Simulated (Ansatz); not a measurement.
**BCl2H3O4Si: basis-set convergence**

Aim: see how fast density functionals converge with the basis set for BCl2H3O4Si.

Method: one geometry, several basis sets; program: Ansatz 0.2.0, Gaussian basis.

Levels to be run: PBE0-D4/def2-SVP; ωB97M-V/def2-SVP; PBE0-D4/def2-QZVPP; ωB97M-V/def2-QZVPP; the functionals' def2-TZVPP values are taken from earlier runs.

**1. The geometry**

The geometry comes from an earlier relaxation with PBE0-D4 in a triple-zeta def2 set; it is a stationary point, not always the lowest conformer.

SMILES `O[Si](O)(O)OB(Cl)Cl`, 11 atoms, charge 0, spin multiplicity 1.

Atoms are counted from 1 here; the program's logs count them from 0.

Bond lengths: O1–Si2 1.618 Å, O1–H9 0.958 Å, Si2–O3 1.619 Å, Si2–O4 1.628 Å, Si2–O5 1.653 Å, O3–H10 0.960 Å, O4–H11 0.958 Å, O5–B6 1.327 Å, B6–Cl7 1.773 Å, B6–Cl8 1.749 Å. Angles: Si2–O1–H9 117.9°, O1–Si2–O3 104.5°, O1–Si2–O4 113.9°, O1–Si2–O5 109.3°, O3–Si2–O4 114.6°, O3–Si2–O5 112.3°, O4–Si2–O5 102.5°, Si2–O3–H10 116.5°, Si2–O4–H11 117.5°, Si2–O5–B6 136.7°, O5–B6–Cl7 121.5°, O5–B6–Cl8 120.5°, Cl7–B6–Cl8 118.0°.

Geometry (Å):

```mol
BCl2H3O4Si
  3D, bonds by distance, orders not assigned

 11 10  0  0  0  0  0  0  0  0999 V2000
    0.5192   -0.3680   -2.1624 O   0  0
    0.2366   -0.4757   -0.5733 Si  0  0
    1.6941   -0.7384    0.0800 O   0  0
   -0.8923   -1.5803   -0.1769 O   0  0
   -0.4429    0.9348   -0.0429 O   0  0
   -0.5764    1.5674    1.1158 B   0  0
    0.1898    0.9616    2.5959 Cl  0  0
   -1.5132    3.0407    1.2215 Cl  0  0
   -0.2333   -0.2649   -2.7458 H   0  0
    1.7632   -0.6309    1.0314 H   0  0
   -0.6793   -2.5031   -0.3228 H   0  0
  1  2  8  0
  2  3  8  0
  2  4  8  0
  2  5  8  0
  5  6  8  0
  6  7  8  0
  6  8  8  0
  1  9  8  0
  3 10  8  0
  4 11  8  0
M  END
```

**2. PBE0-D4 in def2-SVP**

in.yaml

```yaml
crystal:
  periodic: [false, false, false]
  atoms:
    - {symbol: O, position_ang: [0.519189, -0.368007, -2.162448]}
    - {symbol: Si, position_ang: [0.236598, -0.475687, -0.573334]}
    - {symbol: O, position_ang: [1.694061, -0.738424, 0.080045]}
    - {symbol: O, position_ang: [-0.892273, -1.580306, -0.176854]}
    - {symbol: O, position_ang: [-0.442900, 0.934798, -0.042910]}
    - {symbol: B, position_ang: [-0.576372, 1.567381, 1.115788]}
    - {symbol: Cl, position_ang: [0.189773, 0.961560, 2.595936]}
    - {symbol: Cl, position_ang: [-1.513205, 3.040706, 1.221488]}
    - {symbol: H, position_ang: [-0.233316, -0.264948, -2.745752]}
    - {symbol: H, position_ang: [1.763173, -0.630853, 1.031437]}
    - {symbol: H, position_ang: [-0.679330, -2.503120, -0.322795]}
basis:
  gaussian: {orbitals: def2-SVP}
hamiltonian: {xc: pbe0, dispersion: d4}
output: {orbitals: {seedname: orbitals}}
```

On the command line:

```bash
ansatz run in.yaml --threads 4 --pin off --events-out ev --progress --plain --max-ram 11315MiB
```

Further steps of the session: ωB97M-V in def2-SVP; PBE0-D4 in def2-QZVPP; ωB97M-V in def2-QZVPP.

**Question.** What will the summary of the whole plan be? Wanted: PBE0-D4: double and triple zeta above quadruple; ωB97M-V: double and triple zeta above quadruple.

As calculated:

```
                                       quantity           value
PBE0-D4: double and triple zeta above quadruple  24.33, 1.54 eV
ωB97M-V: double and triple zeta above quadruple  24.30, 1.45 eV
```

PBE0-D4 gains 22.79 eV from double to triple zeta, then 1.54 eV more. Total energies overstate the basis error of differences, where much of it tends to cancel. The LUMO of ωB97M-V is positive and keeps falling with the basis (2.02 to 1.07 eV): an unbound level that the basis holds in place.
